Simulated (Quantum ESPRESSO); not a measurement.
# TlPb6 (P-31m) in Quantum ESPRESSO: reference runs

Aim: a first look at TlPb6 with PBE, on the cell as given.

Program: Quantum ESPRESSO 7.5. These are calculated values, not measurements. Logs are shortened: lines on timing, memory, paths and dates and some standing lists are left out, and cuts for length are marked.

### 1 The crystal as given

The structure is trigonal, space group P-31m (No. 162). The conventional cell has a = 6.777 Å, b = 6.777 Å, c = 6.262 Å, α = 90.00°, β = 90.00°, γ = 120.00°. Around Tl (site symmetry -3m) lie 6 Pb at 2.75 Å. Around Pb (site symmetry m) lie 1 Tl at 2.75 Å.

The cell was built by a generator and needn't be a form met in nature.

### 2 Single point, PBE

pw.in

```
&CONTROL
  calculation = 'scf'
  prefix = 'pwscf'
  outdir = './tmp'
  pseudo_dir = './pseudo'
  tprnfor = .true.
  tstress = .true.
  disk_io = 'nowf'
/
&SYSTEM
  ibrav = 0
  nat = 7
  ntyp = 2
  ecutwfc = 55
  ecutrho = 440
  nbnd = 63
  occupations = 'smearing'
  smearing = 'fd'
  degauss = 0.00367493
/
&ELECTRONS
  conv_thr = 1.4d-09
  electron_maxstep = 120
  mixing_beta = 0.5
/
ATOMIC_SPECIES
Tl   204.3800 Tl_pbe_v1.2.uspp.F.UPF
Pb   207.2000 Pb.pbe-dn-kjpaw_psl.0.2.2.UPF
CELL_PARAMETERS angstrom
   6.7771014700    0.0000000000    0.0000000000
  -3.3885507400    5.8691420400    0.0000000000
   0.0000000000    0.0000000000    6.2618828000
ATOMIC_POSITIONS crystal
Tl     0.0000000000    0.0000000000    0.0000000000
Pb     0.3330000000    0.0000000000    0.2500000000
Pb     0.0000000000    0.3330000000    0.2500000000
Pb     0.6670000000    0.6670000000    0.2500000000
Pb     0.0000000000    0.6670000000    0.7500000000
Pb     0.6670000000    0.0000000000    0.7500000000
Pb     0.3330000000    0.3330000000    0.7500000000
K_POINTS automatic
5 5 5 0 0 0
```

Potentials or basis: SSSP 1.3 efficiency PBE.

Run with:

```bash
$ OMP_NUM_THREADS=1 pw.x -in pw.in > pw.out
```

pw.out:

```text
This program is part of the open-source Quantum ESPRESSO suite
     for quantum simulation of materials; please cite
         "P. Giannozzi et al., J. Phys.:Condens. Matter 21 395502 (2009);
         "P. Giannozzi et al., J. Phys.:Condens. Matter 29 465901 (2017);
         "P. Giannozzi et al., J. Chem. Phys. 152 154105 (2020);
     in publications or presentations arising from this work. More details at

     file Pb.pbe-dn-kjpaw_psl.0.2.2.UPF: wavefunction(s)  6S renormalized
     Message from routine setup:
     using ibrav=0 with symmetry is DISCOURAGED, use correct ibrav instead

     G-vector sticks info
     --------------------
     sticks:   dense  smooth     PW     G-vecs:    dense   smooth      PW
     Sum        4969    2491    673               261907    92737   13349

     Using Slab Decomposition

     bravais-lattice index     =            0
     lattice parameter (alat)  =      12.8069  a.u.
     unit-cell volume          =    1680.8159 (a.u.)^3
     number of atoms/cell      =            7
     number of atomic types    =            2
     number of electrons       =        97.00
     number of Kohn-Sham states=           63
     kinetic-energy cutoff     =      55.0000  Ry
     charge density cutoff     =     440.0000  Ry
     scf convergence threshold =      1.4E-09
     mixing beta               =       0.5000
     number of iterations used =            8  plain     mixing
     Exchange-correlation= SLA  PW   PBX  PBC
                           (   1   4   3   4   0   0   0)

     celldm(1)=  12.806866  celldm(2)=   0.000000  celldm(3)=   0.000000
     celldm(4)=   0.000000  celldm(5)=   0.000000  celldm(6)=   0.000000

     crystal axes: (cart. coord. in units of alat)
               a(1) = (   1.000000   0.000000   0.000000 )
               a(2) = (  -0.500000   0.866025   0.000000 )
               a(3) = (   0.000000   0.000000   0.923977 )

     reciprocal axes: (cart. coord. in units 2 pi/alat)
               b(1) = (  1.000000  0.577350 -0.000000 )
               b(2) = (  0.000000  1.154701  0.000000 )
               b(3) = (  0.000000 -0.000000  1.082279 )

     PseudoPot. # 1 for Tl read from file:
     Tl_pbe_v1.2.uspp.F.UPF
     Pseudo is Ultrasoft + core correction, Zval = 13.0
     Generated by new atomic code, or converted to UPF format
     Using radial grid of  899 points,  6 beta functions with:
                l(1) =   0
                l(2) =   0
                l(3) =   1
                l(4) =   1
                l(5) =   2
                l(6) =   2
     Q(r) pseudized with  6 coefficients,  rinner =    1.100   1.100   1.100
                                                       1.100   1.100

     PseudoPot. # 2 for Pb read from file:
     Pb.pbe-dn-kjpaw_psl.0.2.2.UPF
     Pseudo is Projector augmented-wave + core cor, Zval = 14.0
     Generated using "atomic" code by A. Dal Corso  v.5.0.99 svn rev. 10869
     Shape of augmentation charge: PSQ
     Using radial grid of 1281 points,  6 beta functions with:
                l(1) =   0
                l(2) =   0
                l(3) =   1
                l(4) =   1
                l(5) =   2
                l(6) =   2
     Q(r) pseudized with 0 coefficients

     atomic species   valence    mass     pseudopotential
     Tl               13.00   204.38000     Tl( 1.00)
     Pb               14.00   207.20000     Pb( 1.00)

     12 Sym. Ops., with inversion, found

   Cartesian axes

     site n.     atom                  positions (alat units)
         1        Tl     tau(   1) = (   0.0000000   0.0000000   0.0000000  )
         2        Pb     tau(   2) = (   0.3330000   0.0000000   0.2309941  )
         3        Pb     tau(   3) = (  -0.1665000   0.2883865   0.2309941  )
         4        Pb     tau(   4) = (   0.3335000   0.5776389   0.2309941  )
         5        Pb     tau(   5) = (  -0.3335000   0.5776389   0.6929824  )
         6        Pb     tau(   6) = (   0.6670000   0.0000000   0.6929824  )
         7        Pb     tau(   7) = (   0.1665000   0.2883865   0.6929824  )

     number of k points=    19  Fermi-Dirac smearing, width (Ry)=  0.0037
                       cart. coord. in units 2pi/alat
        k(    1) = (   0.0000000   0.0000000   0.0000000), wk =   0.0160000
        k(    2) = (   0.0000000   0.0000000   0.2164557), wk =   0.0320000
        k(    3) = (   0.0000000   0.0000000   0.4329114), wk =   0.0320000
        k(    4) = (   0.0000000   0.2309401   0.0000000), wk =   0.0960000
        k(    5) = (   0.0000000   0.2309401   0.2164557), wk =   0.1920000
        k(    6) = (   0.0000000   0.2309401   0.4329114), wk =   0.1920000
[... 11 lines left out ...]
        k(   18) = (  -0.2000000  -0.5773503   0.2164557), wk =   0.0960000
        k(   19) = (  -0.2000000  -0.5773503   0.4329114), wk =   0.0960000

     Dense  grid:   261907 G-vectors     FFT dimensions: (  90,  90,  80)

     Smooth grid:    92737 G-vectors     FFT dimensions: (  64,  64,  60)

     Initial potential from superposition of free atoms

     starting charge      96.9810, renormalised to      97.0000

     negative rho (up, down):  4.986E-02 0.000E+00
     Starting wfcs are   63 randomized atomic wfcs

     Self-consistent Calculation

     iteration #  1     ecut=    55.00 Ry     beta= 0.50
     Davidson diagonalization with overlap
     ethr =  1.00E-02,  avg # of iterations =  7.7

     Threshold (ethr) on eigenvalues was too large:
     Diagonalizing with lowered threshold

     Davidson diagonalization with overlap
     c_bands:  1 eigenvalues not converged
     c_bands:  1 eigenvalues not converged
     c_bands:  1 eigenvalues not converged
     c_bands:  1 eigenvalues not converged
     c_bands:  2 eigenvalues not converged
     c_bands:  1 eigenvalues not converged
     c_bands:  1 eigenvalues not converged
     c_bands:  2 eigenvalues not converged
     c_bands:  3 eigenvalues not converged
     c_bands:  1 eigenvalues not converged
     ethr =  3.06E-05,  avg # of iterations = 18.6
[... 88 lines left out ...]
     iteration # 11     ecut=    55.00 Ry     beta= 0.50
     Davidson diagonalization with overlap
     ethr =  3.93E-11,  avg # of iterations =  2.0

     negative rho (up, down):  5.222E-02 0.000E+00

     End of self-consistent calculation

          k = 0.0000 0.0000 0.0000 ( 11595 PWs)   bands (ev):

    -8.4010  -8.3753  -8.3753  -8.2756  -8.2756  -8.2541  -8.2533  -8.2533
    -8.2467  -8.2370  -8.2134  -8.2073  -8.2073  -8.1948  -8.1948  -8.1913
    -8.1817  -8.1817  -8.1798  -8.1798  -8.1776  -8.1639  -8.1454  -8.1454
    -8.1338  -8.1338  -8.1266  -8.1138  -8.1138  -8.1116  -3.7969  -3.7969
    -3.4759  -3.4754  -3.4754  -2.4209   0.5148   0.7914   0.7914   1.5313
     1.5313   2.5962   6.2092   6.9204   7.5178   7.5178   7.7518   8.3118
     8.3118   8.9908   8.9908   9.5789   9.7493   9.7493  10.9762  12.5359
    12.5359  13.1852  13.1852  13.5521  13.7138  14.9771  15.5706
[... 146 lines left out ...]
    -8.3872  -8.3554  -8.3525  -8.3032  -8.2871  -8.2867  -8.2802  -8.2731
    -8.2588  -8.2253  -8.2123  -8.2086  -8.2082  -8.2078  -8.1936  -8.1876
    -8.1852  -8.1718  -8.1678  -8.1620  -8.1565  -8.1532  -8.1449  -8.1371
    -8.1301  -8.1290  -8.1248  -8.1237  -8.1170  -8.1145  -3.8059  -3.8045
    -3.4775  -3.4752  -3.4686  -1.5695  -0.0914   0.1377   0.3136   0.8759
     1.2393   4.3706   5.9257   6.9672   6.9816   7.3618   8.0531   8.6263
     9.6182   9.9446  10.0494  10.4867  10.9712  11.2769  11.4303  11.5275
    11.6666  11.7174  12.0306  12.9072  14.1156  14.7297  14.8455

          k =-0.2000-0.3464 0.2165 ( 11571 PWs)   bands (ev):

    -8.3986  -8.3725  -8.3469  -8.2969  -8.2762  -8.2692  -8.2673  -8.2639
    -8.2555  -8.2327  -8.2220  -8.2167  -8.2134  -8.2130  -8.1913  -8.1851
    -8.1841  -8.1757  -8.1742  -8.1612  -8.1609  -8.1494  -8.1480  -8.1408
    -8.1366  -8.1261  -8.1226  -8.1208  -8.1159  -8.1078  -3.8001  -3.7984
    -3.4763  -3.4747  -3.4710  -1.9620  -0.1317   0.3400   0.4904   1.4323
     1.5243   3.5673   6.5360   6.6999   7.1337   7.2832   7.7507   8.3738
     9.0546   9.2647   9.6471  10.2264  10.5008  10.7004  11.3158  11.3947
    11.7312  12.5960  12.9544  12.9856  14.7738  15.3159  15.6585

          k =-0.2000-0.3464 0.4329 ( 11585 PWs)   bands (ev):

    -8.3909  -8.3669  -8.3568  -8.2893  -8.2784  -8.2782  -8.2675  -8.2660
    -8.2544  -8.2299  -8.2206  -8.2144  -8.2143  -8.2077  -8.2046  -8.1851
    -8.1826  -8.1816  -8.1648  -8.1629  -8.1583  -8.1534  -8.1483  -8.1395
    -8.1355  -8.1293  -8.1214  -8.1198  -8.1158  -8.1067  -3.8067  -3.8057
    -3.4771  -3.4755  -3.4696  -1.7406  -0.1480   0.2067   0.5994   1.1716
     1.1810   3.8567   6.4290   6.5255   6.6804   7.3584   8.2052   9.2102
     9.3816   9.4647  10.0191  10.0319  10.6681  10.6774  11.2445  11.7513
    12.0713  12.1437  12.3698  12.5642  15.2635  15.3355  15.6820

          k =-0.2000-0.5774 0.2165 ( 11577 PWs)   bands (ev):

    -8.4019  -8.3670  -8.3560  -8.2913  -8.2857  -8.2791  -8.2634  -8.2626
    -8.2604  -8.2300  -8.2258  -8.2211  -8.2176  -8.2094  -8.1907  -8.1780
    -8.1756  -8.1678  -8.1607  -8.1592  -8.1572  -8.1552  -8.1492  -8.1429
    -8.1381  -8.1275  -8.1233  -8.1192  -8.1160  -8.1132  -3.7997  -3.7977
    -3.4763  -3.4736  -3.4704  -1.7704  -0.3813   0.0996   0.7227   1.3320
     1.4124   3.6933   6.7604   7.0614   7.1297   7.6567   7.7092   8.4423
     8.5312   8.8477   9.8708  10.1696  10.5741  11.0043  11.4211  11.9507
    12.1869  12.3194  12.5958  12.6886  14.3278  14.9075  15.0264

          k =-0.2000-0.5774 0.4329 ( 11606 PWs)   bands (ev):

    -8.3995  -8.3657  -8.3628  -8.2910  -8.2809  -8.2805  -8.2679  -8.2652
    -8.2586  -8.2346  -8.2204  -8.2187  -8.2161  -8.2058  -8.2005  -8.1789
    -8.1743  -8.1718  -8.1658  -8.1608  -8.1529  -8.1515  -8.1419  -8.1370
    -8.1335  -8.1285  -8.1251  -8.1229  -8.1189  -8.1127  -3.8063  -3.8050
    -3.4770  -3.4747  -3.4685  -1.5767  -0.0307   0.2082   0.4004   0.7813
     1.0857   4.0122   6.3928   6.8742   7.4746   7.5399   7.7980   8.8935
     9.4832   9.6818  10.3607  10.5017  10.6202  10.9981  11.3541  11.3766
    11.6080  11.8189  12.0052  12.0918  14.5295  14.8630  15.0941

     the Fermi energy is     8.8826 ev

!    total energy              =   -5368.04150530 Ry
     estimated scf accuracy    <          2.5E-10 Ry
     smearing contrib. (-TS)   =      -0.00215777 Ry
     internal energy E=F+TS    =   -5368.03934753 Ry

     The total energy is F=E-TS. E is the sum of the following terms:
     one-electron contribution =    -295.80982181 Ry
     hartree contribution      =     224.34387116 Ry
     xc contribution           =    -328.08332100 Ry
     ewald contribution        =    -597.87001479 Ry
     one-center paw contrib.   =   -4370.62006109 Ry

     convergence has been achieved in  11 iterations

     negative rho (up, down):  5.222E-02 0.000E+00

     Forces acting on atoms (cartesian axes, Ry/au):

     atom    1 type  1   force =     0.00000000    0.00000000    0.00000000
     atom    2 type  2   force =     0.06550214    0.00000000    0.04838096
     atom    3 type  2   force =    -0.03275107    0.05672652    0.04838096
     atom    4 type  2   force =    -0.03275107   -0.05672652    0.04838096
     atom    5 type  2   force =     0.03275107   -0.05672652   -0.04838096
     atom    6 type  2   force =    -0.06550214   -0.00000000   -0.04838096
     atom    7 type  2   force =     0.03275107    0.05672652   -0.04838096

     Total force =     0.199468     Total SCF correction =     0.000016

     Computing stress (Cartesian axis) and pressure

     negative rho (up, down):  5.222E-02 0.000E+00
          total   stress  (Ry/bohr**3)                   (kbar)     P=       33.93
   0.00022405   0.00000000   0.00000000           32.96        0.00        0.00
   0.00000000   0.00022405  -0.00000000            0.00       32.96       -0.00
   0.00000000  -0.00000000   0.00024391            0.00       -0.00       35.88

=------------------------------------------------------------------------------=
   JOB DONE.
=------------------------------------------------------------------------------=
```

Wall time 4.2 min (1 thread of AMD EPYC 9R45 (Zen 5), shared host); peak memory 1.1 GiB.

Results:

```yaml
Free_energy: -73035.9254 eV
Pressure: 3.4 GPa
Largest_force: 2.094 eV/Å
Band_gap_on_the_k_mesh: none (metal or under the smearing width)
```

Forces on the atoms (eV/Å):
```
Tl   0.000  0.000  0.000
Pb   1.684  0.000  1.244
Pb  -0.842  1.458  1.244
Pb  -0.842 -1.458  1.244
Pb   0.842 -1.458 -1.244
Pb  -1.684  0.000 -1.244
Pb   0.842  1.458 -1.244
```

Caveat: forces of over 1 eV/Å show positions far from the minimum, so gaps and moduli don't describe the material at rest. The run has no spin-orbit coupling, so splittings on Pb, Tl are missing.
